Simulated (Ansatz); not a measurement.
BiTe:

```xyz
2
Lattice="2.4227 1.3988 3.3173 -2.4227 1.3988 3.3173 0.0000 -2.7975 3.3173" Properties=species:S:1:pos:R:3 pbc="T T T"
Bi    0.0000    0.0000    4.9759
Te    0.0000    0.0000    0.0000
```

The cell comes from a database or a generator and needn't be the stable form of this composition.

| Property | Result |
| --- | --- |
| Program | Ansatz 0.2.0 |
| Task | single point |
| Functional | PBEsol |
| Potentials or basis | Ansatz PAW |
| Cutoff | 420 eV (not typed: the program's choice for these potentials) |
| k mesh | 7 × 7 × 7 |
| Occupations | fermi-dirac, width 0.05 eV |
| Spin | no spin polarisation |

On this cell: pressure -2.3 GPa; largest force under 0.003 eV/Å; band gap on the k mesh none (metal or under the smearing width).

The same run follows on a disturbed copy (atoms moved at random, drawn with an rms of 0.05 Å):

```
Bi Te
1.0
     2.42271    1.39875    3.31729
    -2.42271    1.39875    3.31729
     0.00000   -2.79750    3.31729
Bi Te
1 1
Direct
  0.50449 0.49986 0.49761
  0.99451 0.00737 0.00473
```

Task: What does the disturbed cell give?

Result: The energy (extrapolated to zero smearing) moves by +1.0 meV/atom; pressure -2.3 GPa; largest force 0.084 eV/Å; band gap on the k mesh none (metal or under the smearing width).

Forces in eV/Å, atoms in the order of the input:
```
Bi  -0.073 -0.040  0.012
Te   0.073  0.040 -0.012
```

Stress tensor (GPa, compression positive):
```
-2.30  0.02 -0.02
 0.02 -2.32 -0.01
-0.02 -0.01 -2.20
```

Caveats: spin-orbit coupling is left out, which moves the levels of the heavy elements; the PAW data sets come from PBE, with cores solved anew for the run's functional, which leaves a small shift of forces and pressure.
